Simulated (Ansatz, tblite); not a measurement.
# The cluster Sn₃H₂: a ladder of methods and basis sets

How do method and basis change the picture of the cluster Sn₃H₂ (singlet)?

The runs use Ansatz 0.2.0, Gaussian basis; as each input shows.

Plan: GFN1-xTB, GFN2-xTB, PBE-D4/def2-TZVP, r2SCAN-D4/def2-TZVP, LDA/def2-TZVP, HSE06-D4/def2-TZVP, PBE-D4/def2-SVP, PBE0-D4/def2-SVP, PBE0-D4/def2-TZVPD, PBE-D4/def2-TZVPD, r2SCAN-D4/def2-TZVPD, CCSD(T)/def2-TZVPP, MP2/def2-TZVP, RPA/def2-TZVP.

6 further runs of the same task are left out: 6 set aside as unsound or not needed.

## 1. The geometry

The singlet was relaxed beforehand with PBE-D4/def2-SVP. At that level it is the lowest of the isomers that a small search found.

5 atoms, charge 0, spin multiplicity 1.

Bond lengths: Sn1–Sn2 2.850 Å, Sn1–Sn3 3.003 Å, Sn1–H4 1.876 Å, Sn2–Sn3 3.003 Å, Sn2–H5 1.876 Å. Angles: Sn2–Sn1–Sn3 61.7°, Sn2–Sn1–H4 105.9°, Sn3–Sn1–H4 44.2°, Sn1–Sn2–Sn3 61.7°, Sn1–Sn2–H5 105.8°, Sn3–Sn2–H5 44.2°, Sn1–Sn3–Sn2 56.6°.

Sn takes a core potential in the def2 sets. No spin-orbit coupling is included.

PBE0-D4/def2-TZVP was run before; its log isn't repeated, and its numbers join the tables.

## 2. GFN1-xTB

Tight binding, by tblite at 300 K electronic temperature and without a spin-polarisation term:

```python
tblite.interface.Calculator('GFN1-xTB', numbers, positions, charge=0, uhf=0).singlepoint()
```

Energy -232.7153 eV, HOMO -9.13 eV, LUMO -7.12 eV; 0.004 s.

## 3. GFN2-xTB

Tight binding, by tblite at 300 K electronic temperature and without a spin-polarisation term:

```python
tblite.interface.Calculator('GFN2-xTB', numbers, positions, charge=0, uhf=0).singlepoint()
```

Energy -200.2919 eV, HOMO -8.64 eV, LUMO -7.00 eV; 0.006 s.

## 4. PBE-D4/def2-TZVP

start.molden holds the orbitals of an earlier run on this state, given as this run's starting guess.

Input file in.yaml:

```yaml
crystal:
  periodic: [false, false, false]
  atoms:
    - {symbol: Sn, position_ang: [-1.807357, 0.548145, 0.166461]}
    - {symbol: Sn, position_ang: [-0.331423, -1.825587, -0.389795]}
    - {symbol: Sn, position_ang: [1.191460, 0.710191, 0.129896]}
    - {symbol: H, position_ang: [-0.529569, 1.896638, 0.427666]}
    - {symbol: H, position_ang: [1.476900, -1.329387, -0.334229]}
basis:
  gaussian: {orbitals: def2-TZVP, initial_orbitals: start.molden}
hamiltonian: {xc: pbe, dispersion: d4}
scf: {omitted_lower_state_checks: [starts]}
output: {orbitals: {seedname: orbitals}}
```

Started as:

```console
$ ansatz run in.yaml --threads 4 --pin off --events-out ev --progress --plain --max-ram 8704MiB
```

After this run come: r2SCAN-D4/def2-TZVP; LDA/def2-TZVP; HSE06-D4/def2-TZVP; PBE-D4/def2-SVP; PBE0-D4/def2-SVP; PBE0-D4/def2-TZVPD; PBE-D4/def2-TZVPD; r2SCAN-D4/def2-TZVPD; CCSD(T)/def2-TZVPP; MP2/def2-TZVP; RPA/def2-TZVP.

**Question.** What will the summary of the whole plan be? Wanted: gap in def2-TZVP, named functionals, smallest and largest; correlation energy, CCSD(T)/def2-TZVPP; correlation energy, MP2/def2-TZVP; binding an atom, CCSD(T)/def2-TZVPP; PBE0 total energy, smallest basis above largest.

As calculated:

| quantity | value |
| --- | --- |
| gap in def2-TZVP, named functionals, smallest and largest | 2.03 eV (LDA), 3.25 eV (PBE0-D4) |
| correlation energy, CCSD(T)/def2-TZVPP | -26.80 eV |
| correlation energy, MP2/def2-TZVP | -26.38 eV |
| binding an atom, CCSD(T)/def2-TZVPP | 2.074 eV |
| PBE0 total energy, smallest basis above largest | 0.56 eV (def2-SVP, def2-TZVPD) |

Orbital gaps of the named functionals in def2-TZVP span 2.03 eV (LDA) to 3.25 eV (PBE0-D4); exact exchange widens it. The functionals in def2-TZVP miss CCSD(T)/def2-TZVPP by +0.028 (PBE0-D4) to +0.528 eV (LDA) an atom. CCSD(T)/def2-TZVPP isn't at the basis-set limit; small misses against it rank nothing.
